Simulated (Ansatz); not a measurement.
Write a Python script for the Python package of Ansatz (0.2.0) that makes a rigid scan of one bond length of O2Se, SMILES O=[Se]=O. Level of theory (for the species named): B3LYP, def2-SVP basis, multiplicity 1, D3BJ dispersion.

```yaml
atoms:
  - { symbol: O, position_ang: [-1.5446, -0.0804, 0.0000] }
  - { symbol: Se, position_ang: [-0.0207, 0.0014, 0.0000] }
  - { symbol: O, position_ang: [1.5653, 0.0790, 0.0000] }
```

`scan_o2se.py`
```python
import ansatz as az
import matplotlib.pyplot as plt
import numpy as np

geometry_ang = [
    ("O", (-1.5446, -0.0804, 0.0)),
    ("Se", (-0.0207, 0.0014, 0.0)),
    ("O", (1.5653, 0.079, 0.0)),
]
molecule = az.Crystal.molecule()
for symbol, xyz in geometry_ang:
    molecule = molecule.atom(symbol, xyz)

symbols = [site.symbol for site in molecule.cartesian_sites]
start = np.array([site.position_ang for site in molecule.cartesian_sites])
axis = (start[0] - start[1]) / np.linalg.norm(start[0] - start[1])
moving = [0]
lengths, energies = [1.343, 1.404, 1.465, 1.526, 1.587, 1.648, 1.709, 1.801], []
for length in lengths:
    xyz = start.copy()
    xyz[moving] += (length - np.linalg.norm(start[0] - start[1])) * axis
    point = az.Crystal.molecule()
    for symbol, place in zip(symbols, xyz):
        point = point.atom(symbol, place.tolist())
    calc = (
        point.calculation()
        .basis(gaussian="def2-SVP")
        .functional("b3lyp", dispersion="d3bj")
    )
    summary = calc.run(threads=1).report
    energies.append(summary["free_energy_ev"])
    print(f"r = {length:6.3f} A  E = {energies[-1]:.5f} eV  <S^2> = {abs(summary['mean_field']['state']['spin_squared']):.3f}")

fit = np.polynomial.Polynomial.fit(lengths, np.array(energies) - min(energies), 4).convert()
roots = [r.real for r in fit.deriv().roots() if abs(r.imag) < 1e-9 and fit.deriv(2)(r.real) > 0]
r_e = min(roots, key=lambda r: abs(r - lengths[int(np.argmin(energies))]))
print(f"minimum of the fit at {r_e:.4f} A, force constant {fit.deriv(2)(r_e):.2f} eV/A^2")
plt.figure(figsize=(4.5, 3))
plt.plot(lengths, np.array(energies) - min(energies), "o-")
plt.xlabel("bond length (A)")
plt.ylabel("E - E(min) (eV)")
plt.tight_layout()
plt.savefig("scan.png", dpi=100)
```

```console
$ python scan_o2se.py
r =  1.343 A  E = -69424.39517 eV  <S^2> = 0.000
r =  1.404 A  E = -69426.05492 eV  <S^2> = 0.000
r =  1.465 A  E = -69427.12817 eV  <S^2> = 0.000
r =  1.526 A  E = -69427.77951 eV  <S^2> = 0.000
r =  1.587 A  E = -69428.12926 eV  <S^2> = 0.000
r =  1.648 A  E = -69428.26566 eV  <S^2> = 0.000
r =  1.709 A  E = -69428.25321 eV  <S^2> = 0.000
r =  1.801 A  E = -69428.05266 eV  <S^2> = 0.000
minimum of the fit at 1.6737 A, force constant 32.54 eV/A^2
```

Caveats:
- Total energies depend on the basis set; only differences at equal settings carry meaning.
- The rest of the molecule is held rigid at a force-field or estimated start geometry, and the basis set is modest; single-reference methods fail as a bond breaks.
- b3lyp holds the VWN-RPA fit, as in Gaussian; the form of ORCA and Turbomole is b3lyp5.
- The orbitals are restricted, so S² is zero by construction.
- Toward dissociation an unrestricted state can lie under the restricted one, by tenths of an eV for polar bonds under a functional and by 1 to 2 eV or more for others.
- It ran for 6.4 s on 1 thread of Intel(R) Xeon(R) 6975P-C (Granite Rapids) (shared host), peak memory 0.23 GiB.

(Lines on the test bed's own set-up are left out of the output.)
